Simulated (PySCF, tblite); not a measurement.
# C₉H₂₆SSi₉: electronic excitations, NMR shifts

Wanted: electronic excitations, NMR shifts for C₉H₂₆SSi₉.

Programs: tblite 0.8.0 and PySCF 2.14.0, with routines of our own; each step states its level. All values are computed. Atoms count from 0.

### Step 1. The starting structure

45 atoms, charge 0, multiplicity 1; geometry from: force field, distance geometry or constructed start.

### Step 2. Relaxing the molecule with GFN2-xTB

What the job is given:

```
{"job": {"kind": "relax", "xc": "GFN2-xTB", "basis": "xTB"}, "charge": 0, "multiplicity": 1}
C      1.532300    -0.534200    -0.222000
Si     1.569900    -0.601200    -2.095400
C      1.525100    -2.369500    -2.709900
C     -1.528100    -0.528000    -0.226600
Si    -1.574100    -0.605000    -2.085100
C     -1.523200    -2.367700    -2.713500
C      0.000100    -3.175700    -0.171000
Si     0.003400    -3.230700    -2.038600
C      0.002700     0.322000     2.269500
Si    -0.002800     0.358500     0.397300
Si     1.526300    -2.285400     0.444400
Si    -1.530900    -2.286200     0.446500
C     -0.003400     2.141900    -0.175600
C      1.531300     2.971200     2.332800
Si     1.528900     3.014700     0.462300
C     -1.531000     2.972400     2.341800
Si    -1.530700     3.011500     0.463000
Si    -0.001100     2.070200     2.939400
S     -0.000600     0.576300    -2.974300
H      2.402300    -0.020200     0.138700
H      2.697700     0.093800    -2.602200
H      1.485200    -2.366900    -3.782500
H      2.402000    -2.884200    -2.380300
H     -2.403700    -0.025400     0.134500
H     -2.699500     0.092600    -2.602800
H     -2.404700    -2.889700    -2.384400
H     -1.485400    -2.366100    -3.783000
H     -0.000600    -4.178100     0.215900
H      0.000600    -4.588000    -2.473400
H      0.875000    -0.190500     2.619700
H     -0.870300    -0.190300     2.615200
H      2.689600    -2.962900    -0.007700
H      1.520000    -2.250900     1.866000
H     -2.689400    -2.965500    -0.004200
H     -1.519800    -2.249200     1.864600
H      0.000500     2.185100    -1.254000
H      1.527400     3.974700     2.709700
H      2.406000     2.464400     2.681400
H      1.534700     4.355500     0.015000
H      2.686500     2.350100    -0.023000
H     -2.405200     2.459600     2.687800
H     -1.522300     3.969000     2.717500
H     -2.686400     2.347700    -0.027800
H     -1.531000     4.358900     0.013300
H     -0.003700     2.040200     4.364100
```

The run is started by

```sh
> OMP_NUM_THREADS=2 python large_run.py task.json out
```

One launch serves the whole session: the jobs run in the order shown.

Log:

```text
step      E/eV     max force
  0   -1396.28044    1.312
  1   -1396.53851    0.822
  2   -1396.79368    0.828
  3   -1396.96003    0.766
  4   -1397.04926    0.463
  5   -1397.08815    0.290
  6   -1397.10955    0.225
  7   -1397.12429    0.261
  8   -1397.14098    0.273
  9   -1397.15786    0.188
 10   -1397.17037    0.181
 11   -1397.17850    0.139
 12   -1397.18383    0.125
 13   -1397.18702    0.091
 14   -1397.18942    0.112
 15   -1397.19171    0.087
 16   -1397.19402    0.072
 17   -1397.19606    0.091
 18   -1397.19775    0.086
 19   -1397.19929    0.067
 20   -1397.20075    0.069
 21   -1397.20202    0.058
 22   -1397.20313    0.053
 23   -1397.20432    0.068
 24   -1397.20583    0.096
 25   -1397.20747    0.092
 26   -1397.20874    0.066
 27   -1397.20950    0.067
 28   -1397.21006    0.055
 29   -1397.21065    0.053
 30   -1397.21120    0.047
 31   -1397.21159    0.032
 32   -1397.21182    0.030
 33   -1397.21197    0.022
 34   -1397.21211    0.021
 35   -1397.21223    0.022
 36   -1397.21235    0.021
 37   -1397.21246    0.022
 38   -1397.21254    0.019
```

It took 1.9 s on 2 threads of Arm Neoverse V1, shared host; peak memory 0.16 GiB.

Along the way:

```tsv
step	energy from step 0 (eV)	largest force (eV/Å)
0	0.0000	1.3115
1	-0.2581	0.8223
2	-0.5132	0.8284
3	-0.6796	0.7659
4	-0.7688	0.4625
5	-0.8077	0.2903
6	-0.8291	0.2254
7	-0.8438	0.2614
8	-0.8605	0.2726
10	-0.8899	0.1813
12	-0.9034	0.1250
15	-0.9113	0.0871
17	-0.9156	0.0910
19	-0.9189	0.0672
22	-0.9227	0.0525
24	-0.9254	0.0957
26	-0.9283	0.0660
29	-0.9302	0.0522
31	-0.9311	0.0309
34	-0.9317	0.0213
35	-0.9318	0.0225
36	-0.9319	0.0199
37	-0.9320	0.0213
38	-0.9321	0.0192
```

Close pairs (by a distance rule), those that changed most:

```tsv
bond	before (Å)	after (Å)	change (Å)
Si11–H33	1.417	1.477	+0.060
Si14–H38	1.413	1.473	+0.060
Si10–H31	1.420	1.477	+0.057
Si17–H44	1.425	1.481	+0.056
Si14–H39	1.420	1.476	+0.055
Si16–H42	1.420	1.476	+0.055
Si7–H28	1.425	1.480	+0.055
Si11–H34	1.419	1.473	+0.054
```

The next job starts from the end point, and lists it.

### Step 3. Electronic excitations: TDA PBE0/6-31G*

What the job is given:

```
{"job": {"kind": "uv", "basis": "6-31G*", "grid": 1, "kgrid": 0, "vcut": 1.5, "nstates": 6, "ntriplets": 2, "tda": true, "delta": ["ip_vertical"], "pop": true, "xc": "PBE0"}, "charge": 0, "multiplicity": 1}
C      1.522434    -0.589984    -0.237030
Si     1.630931    -0.614955    -2.140237
C      1.530839    -2.402229    -2.780460
C     -1.522576    -0.590244    -0.236583
Si    -1.631432    -0.615471    -2.139935
C     -1.530726    -2.402660    -2.780225
C      0.000117    -3.228462    -0.194269
Si     0.000140    -3.314048    -2.104526
C      0.000575     0.394445     2.330644
Si    -0.000014     0.383078     0.418027
Si     1.553493    -2.356258     0.469983
Si    -1.553358    -2.356691     0.470245
C     -0.000567     2.207864    -0.142237
C      1.549854     3.027143     2.372199
Si     1.563948     3.098338     0.466874
C     -1.549925     3.026249     2.373196
Si    -1.564687     3.098381     0.467829
Si     0.000443     2.152170     3.043080
S     -0.000643     0.445753    -3.081096
H      2.413447    -0.077902     0.125747
H      2.802480     0.106537    -2.649565
H      1.500616    -2.392400    -3.868280
H      2.433963    -2.937635    -2.499452
H     -2.413756    -0.078366     0.126269
H     -2.803560     0.105502    -2.649010
H     -2.433635    -2.938437    -2.499419
H     -1.500559    -2.392770    -3.867984
H      0.000360    -4.246896     0.191107
H      0.000412    -4.716880    -2.576172
H      0.869927    -0.144517     2.697079
H     -0.868090    -0.144981     2.698053
H      2.779721    -3.065222     0.051209
H      1.568793    -2.359183     1.942931
H     -2.779349    -3.065669     0.051262
H     -1.568562    -2.359826     1.943036
H     -0.000924     2.243226    -1.230599
H      1.613505     4.034077     2.777952
H      2.437404     2.506698     2.726075
H      1.579932     4.498842     0.010654
H      2.783291     2.454051    -0.058541
H     -2.436802     2.504556     2.726983
H     -1.614491     4.032943     2.779431
H     -2.784311     2.454695    -0.057571
H     -1.580153     4.499197     0.012363
H      0.001104     2.136181     4.524051
```

Level: TDA PBE0/6-31G*, vertical, gas phase, core orbitals frozen in the response, virtual orbitals cut by energy.

Log:

```text
start: PBE on a coarse grid of 39377 points
cycle   1  E = -3360.1207138797  dE =  1.918e+00  |g| = 1.317e+00  |ddm| = 6.411e+00
cycle   2  E = -3359.2497027153  dE =  8.710e-01  |g| = 2.137e+00  |ddm| = 4.117e+00
cycle   3  E = -3360.5411757585  dE = -1.291e+00  |g| = 3.572e-01  |ddm| = 3.192e+00
cycle   4  E = -3360.5794963289  dE = -3.832e-02  |g| = 1.022e-01  |ddm| = 7.839e-01
cycle   5  E = -3360.5822496730  dE = -2.753e-03  |g| = 4.416e-02  |ddm| = 2.230e-01
cycle   6  E = -3360.5828031558  dE = -5.535e-04  |g| = 1.064e-02  |ddm| = 6.956e-02
cycle   7  E = -3360.5828327921  dE = -2.964e-05  |g| = 3.313e-03  |ddm| = 1.877e-02
final grid: 157296 points
cycle   8  E = -3360.6643457390  dE = -1.137e-02  |g| = 3.410e-02  |ddm| = 4.714e-01
cycle   9  E = -3360.6641285831  dE =  2.172e-04  |g| = 4.547e-02  |ddm| = 1.228e-01
cycle  10  E = -3360.6647148503  dE = -5.863e-04  |g| = 4.664e-03  |ddm| = 7.312e-02
cycle  11  E = -3360.6647182983  dE = -3.448e-06  |g| = 3.350e-03  |ddm| = 1.219e-02
cycle  12  E = -3360.6647208541  dE = -2.556e-06  |g| = 4.470e-04  |ddm| = 4.948e-03
cycle  13  E = -3360.6647204797  dE =  3.743e-07  |g| = 1.577e-04  |ddm| = 8.554e-04
cycle  14  E = -3360.6647205721  dE = -9.233e-08  |g| = 2.204e-05  |ddm| = 2.295e-04
converged SCF energy = -3360.6647205721
Vertical ionisation energy (delta-SCF) = 8.1481 eV   <S^2> = 0.754

Static polarisability (au): isotropic 284.121, principal 262.857 271.303 318.202

Singlet excitations
state   eV       nm        f      main configurations
  1   5.9123    209.7   0.00049   H->L 0.97
  2   6.2559    198.2   0.00194   H->L+1 0.68, H->L+3 0.26
  3   6.2664    197.9   0.00604   H->L+2 0.79, H->L+4 0.12
  4   6.5047    190.6   0.00165   H->L+3 0.62, H->L+1 0.30
  5   6.5386    189.6   0.00002   H->L+4 0.84, H->L+2 0.10
  6   6.6654    186.0   0.00017   H->L+8 0.51, H->L+9 0.32, H->L+2 0.09

Triplet excitations (Tamm-Dancoff, eV): 5.5917 6.0378
```

It took 2.1 min on 2 threads of Arm Neoverse V1, shared host; peak memory 1.7 GiB.

Frontier orbitals and where they lie:

```tsv
orbital	eV	atoms
HOMO−4	-7.94	C6 12 %, C2 11 %, C5 10 %
HOMO−3	-7.82	C8 26 %, H44 9 %, Si17 9 %
HOMO−2	-7.64	C12 13 %, C0 11 %, C3 11 %
HOMO−1	-7.52	C12 19 %, S18 10 %, C3 8 %
HOMO	-6.74	S18 65 %, C5 5 %, C2 5 %
LUMO	0.31	Si1 23 %, Si4 23 %, S18 14 %
LUMO+1	0.46	Si11 24 %, Si10 24 %, C6 12 %
LUMO+2	0.61	Si1 16 %, Si4 16 %, Si7 12 %
LUMO+3	0.74	Si16 13 %, Si14 12 %, Si1 10 %
```

With each of the 6 states as a Gaussian band of 0.4 eV half-width at 1/e, the curve within the window shown has maxima at 197 nm (ε 380) L/(mol cm). Beyond the last state computed it falls off for lack of states. The curve at chosen wavelengths:

(nm, ε (L/mol/cm)): (178, 37), (180, 60), (182, 93), (185, 158), (187, 209), (189, 261), (191, 309), (193, 349), (196, 381), (198, 382), (200, 366), (202, 337), (204, 299), (207, 234), (209, 191), (211, 152), (213, 117), (215, 89), (218, 56), (220, 40), (222, 29), (224, 20), (226, 14), (229, 8), (231, 5), (233, 3)

Ground-state properties from the same run:

```tsv
property	computed
dipole moment (D)	2.25
polarisability (Å³)	42.10
HOMO–LUMO gap (eV)	7.05
−ε(HOMO) (eV)	6.74
```

### Step 4. NMR shifts: GIAO KT3/pcSseg-1

Settings changed since step 3:

```diff
@@ -1,2 +1,2 @@
-{"job": {"kind": "uv", "basis": "6-31G*", "grid": 1, "kgrid": 0, "vcut": 1.5, "nstates": 6, "ntriplets": 2, "tda": true, "delta": ["ip_vertical"], "pop": true, "xc": "PBE0"}, "charge": 0, "multiplicity": 1}
+{"job": {"kind": "nmr", "xc": "KT3", "basis": "pcSseg-1", "pop": false}, "charge": 0, "multiplicity": 1}
 C      1.522434    -0.589984    -0.237030
```

Level: GIAO KT3/pcSseg-1 NMR shielding, non-relativistic, gas phase.

Log:

```text
start: PBE on a coarse grid of 39377 points
cycle   1  E = -3359.7421563840  dE =  1.834e+00  |g| = 1.353e+00  |ddm| = 6.970e+00
cycle   2  E = -3358.8676317319  dE =  8.745e-01  |g| = 2.187e+00  |ddm| = 3.791e+00
cycle   3  E = -3360.1605238125  dE = -1.293e+00  |g| = 3.787e-01  |ddm| = 3.105e+00
cycle   4  E = -3360.2016340431  dE = -4.111e-02  |g| = 1.056e-01  |ddm| = 9.374e-01
cycle   5  E = -3360.2043029904  dE = -2.669e-03  |g| = 4.434e-02  |ddm| = 2.533e-01
cycle   6  E = -3360.2048253997  dE = -5.224e-04  |g| = 1.269e-02  |ddm| = 7.926e-02
cycle   7  E = -3360.2048661650  dE = -4.077e-05  |g| = 3.651e-03  |ddm| = 2.113e-02
final grid: 316708 points
cycle   8  E = -3391.8718975363  dE = -7.657e-02  |g| = 3.832e-01  |ddm| = 1.045e+00
cycle   9  E = -3391.8761715107  dE = -4.274e-03  |g| = 1.955e-01  |ddm| = 4.281e-01
cycle  10  E = -3391.8787124110  dE = -2.541e-03  |g| = 6.107e-02  |ddm| = 2.600e-01
cycle  11  E = -3391.8798541251  dE = -1.142e-03  |g| = 1.009e-02  |ddm| = 1.134e-01
cycle  12  E = -3391.8798825615  dE = -2.844e-05  |g| = 3.162e-03  |ddm| = 2.452e-02
cycle  13  E = -3391.8798841710  dE = -1.609e-06  |g| = 8.280e-04  |ddm| = 6.655e-03
cycle  14  E = -3391.8798880188  dE = -3.848e-06  |g| = 2.526e-04  |ddm| = 1.626e-03
cycle  15  E = -3391.8798886177  dE = -5.989e-07  |g| = 9.797e-05  |ddm| = 5.553e-04
converged SCF energy = -3391.8798886177

GIAO shielding tensors (ppm)
atom      isotropic    diamagn.    paramagn.     s11        s22        s33       span
  0 C      183.969     265.867     -81.898    176.755    180.926    194.227     17.472
  1 Si     370.635     883.989    -513.354    321.664    382.109    408.133     86.469
  2 C      180.736     260.029     -79.293    166.228    184.948    191.033     24.805
  3 C      183.959     265.860     -81.901    176.745    180.920    194.213     17.468
  4 Si     370.648     883.987    -513.339    321.711    382.105    408.129     86.418
  5 C      180.748     260.022     -79.273    166.239    184.964    191.042     24.803
  6 C      196.587     263.598     -67.011    183.327    193.668    212.765     29.438
  7 Si     383.204     882.133    -498.929    360.277    392.142    397.194     36.917
  8 C      181.408     262.184     -80.777    175.732    184.177    184.314      8.582
  9 Si     368.186     885.937    -517.751    323.758    381.102    399.696     75.938
 10 Si     412.759     885.616    -472.857    384.860    401.867    451.549     66.689
 11 Si     412.765     885.615    -472.851    384.887    401.871    451.536     66.649
 12 C      185.657     263.338     -77.681    169.134    190.158    197.680     28.547
 13 C      194.319     257.523     -63.204    187.885    196.107    198.965     11.080
 14 Si     411.438     884.741    -473.303    390.039    395.826    448.450     58.411
 15 C      194.311     257.527     -63.215    187.862    196.103    198.970     11.108
 16 Si     411.429     884.739    -473.310    390.036    395.828    448.422     58.386
 17 Si     384.476     884.376    -499.899    354.706    394.559    404.164     49.458
 18 S      696.976    1065.985    -369.009    650.428    652.244    788.256    137.828
 19 H       31.435      37.896      -6.461     25.864     29.329     39.113     13.249
 20 H       26.142      31.769      -5.627     22.418     23.402     32.606     10.188
 21 H       31.574      30.817       0.757     27.220     28.461     39.042     11.822
 22 H       31.259      31.173       0.086     26.136     28.777     38.863     12.727
 23 H       31.435      37.893      -6.459     25.863     29.329     39.111     13.248
 24 H       26.141      31.767      -5.626     22.417     23.401     32.605     10.189
 25 H       31.260      31.172       0.089     26.137     28.777     38.867     12.729
 26 H       31.576      30.817       0.759     27.221     28.464     39.043     11.822
 27 H       32.172      30.373       1.799     26.385     27.277     42.853     16.468
 28 H       26.381      28.571      -2.189     22.768     22.990     33.386     10.619
 29 H       31.570      37.199      -5.629     25.936     31.268     37.507     11.571
 30 H       31.569      37.197      -5.628     25.935     31.266     37.507     11.572
 31 H       27.140      31.965      -4.826     23.550     24.242     33.627     10.078
 32 H       27.167      32.515      -5.348     22.949     26.487     32.065      9.116
 33 H       27.141      31.967      -4.826     23.551     24.244     33.629     10.078
 34 H       27.169      32.516      -5.347     22.952     26.485     32.070      9.118
 35 H       30.439      37.283      -6.844     21.653     28.073     41.590     19.937
 36 H       31.816      27.795       4.021     26.790     27.542     41.116     14.326
 37 H       31.926      32.466      -0.540     27.316     29.002     39.460     12.143
 38 H       27.265      30.851      -3.586     23.142     24.877     33.776     10.634
 39 H       27.152      32.160      -5.008     22.705     27.295     31.456      8.751
 40 H       31.926      32.471      -0.545     27.318     29.004     39.455     12.137
 41 H       31.815      27.793       4.022     26.787     27.541     41.117     14.330
 42 H       27.152      32.156      -5.004     22.706     27.290     31.459      8.753
 43 H       27.265      30.848      -3.583     23.143     24.876     33.775     10.631
 44 H       26.694      29.390      -2.696     23.064     23.513     33.504     10.441
```

It took 42 s on 2 threads of Arm Neoverse V1, shared host; peak memory 1.2 GiB.

Shifts follow as δ = σ(reference) − σ, with reference shieldings (ppm) from runs at the same level and on the same kind of geometry: ¹H TMS 31.76, ¹³C TMS 184.7, ²⁹Si TMS 361.7. The references are single molecules in the gas phase. Atoms listed in one row are averaged.

```tsv
atoms	environment	σ (ppm)	δ (ppm)
C2, C5	carbon bonded to 2 Si, 2 H	180.7	4.0
C8	carbon bonded to 2 Si, 2 H	181.4	3.3
C0, C3	carbon bonded to 3 Si, H	184.0	0.8
C12	carbon bonded to 3 Si, H	185.7	-0.9
C13, C15	carbon bonded to 2 Si, 2 H	194.3	-9.6
C6	carbon bonded to 3 Si, H	196.6	-11.9
H20, H24	hydrogen on a silicon bonded to 2 C, S	26.14	5.62
H28	hydrogen on a silicon bonded to 3 C	26.38	5.38
H44	hydrogen on a silicon bonded to 3 C	26.69	5.07
H31, H33	hydrogen on a silicon bonded to 2 C	27.14	4.62
H39, H42	hydrogen on a silicon bonded to 2 C	27.15	4.61
H32, H34	hydrogen on a silicon bonded to 2 C	27.17	4.59
H38, H43	hydrogen on a silicon bonded to 2 C	27.26	4.50
H35	hydrogen on a carbon bonded to 3 Si	30.44	1.32
H22, H25	hydrogen on a carbon bonded to 2 Si	31.26	0.50
H19, H23	hydrogen on a carbon bonded to 3 Si	31.44	0.32
H29, H30	hydrogen on a carbon bonded to 2 Si	31.57	0.19
H21, H26	hydrogen on a carbon bonded to 2 Si	31.58	0.18
H36, H41	hydrogen on a carbon bonded to 2 Si	31.82	-0.06
H37, H40	hydrogen on a carbon bonded to 2 Si	31.93	-0.17
H27	hydrogen on a carbon bonded to 3 Si	32.17	-0.41
Si9	silicon bonded to 4 C	368.2	-6.5
Si1, Si4	silicon bonded to 2 C, S, H	370.6	-9.0
Si7	silicon bonded to 3 C, H	383.2	-21.5
Si17	silicon bonded to 3 C, H	384.5	-22.8
Si14, Si16	silicon bonded to 2 C, 2 H	411.4	-49.8
Si10, Si11	silicon bonded to 2 C, 2 H	412.8	-51.1
S18	sulfur bonded to 2 Si	697	–
```

Ring of atoms C0, Si1, C2, C6, Si7, Si10: NICS(0) -2.1, NICS(1) -2.2, NICS(1)zz 0.5 ppm (means of both faces).

Ring of atoms C0, Si1, C3, Si4, Si9, S18: NICS(0) -2.7, NICS(1) -2.5, NICS(1)zz -2.7 ppm (means of both faces).

Ring of atoms C0, C3, C6, Si9, Si10, Si11: NICS(0) -2.6, NICS(1) -2.2, NICS(1)zz 1.9 ppm (means of both faces).

### Step 5. Summary of results

| quantity | value |
| --- | --- |
| lowest singlet (PBE0/6-31G*) | 5.91 eV (210 nm), f = 0.000 |
| brightest single state of those computed | state 3, 6.27 eV, f = 0.006 |
| lowest triplet | 5.59 eV |
| vertical ionisation energy (ΔSCF) | 8.15 eV |
| ¹³C shifts against TMS (KT3/pcSseg-1, means over atoms taken as alike) | 4.0, 3.3, 0.8, -0.9, -9.6, -11.9 ppm |
| ¹H shifts against TMS (KT3/pcSseg-1, means over atoms taken as alike) | 5.62, 5.38, 5.07, 4.62, 4.61, 4.59, 4.50, 1.32, 0.50, 0.32, 0.19, 0.18, -0.06, -0.17 ppm and more |
| ²⁹Si shifts against TMS (KT3/pcSseg-1, means over atoms taken as alike) | -6.5, -9.0, -21.5, -22.8, -49.8, -51.1 ppm |
| shieldings of S (KT3/pcSseg-1) | S18 697.0 ppm |

What this shows: The first singlet state (HOMO→LUMO 0.97) lies at 5.91 eV and is dark; of the 6 states computed, the strongest absorption comes from states 2 to 3 together at 6.27 eV. The lowest triplet lies 0.32 eV below the lowest singlet. The orbital energy would give 6.74 eV for ionisation, ΔSCF gives 8.15 eV. At KT3/pcSseg-1: Shielding is most anisotropic at S18 (span 138 ppm, paramagnetic term -369 ppm).
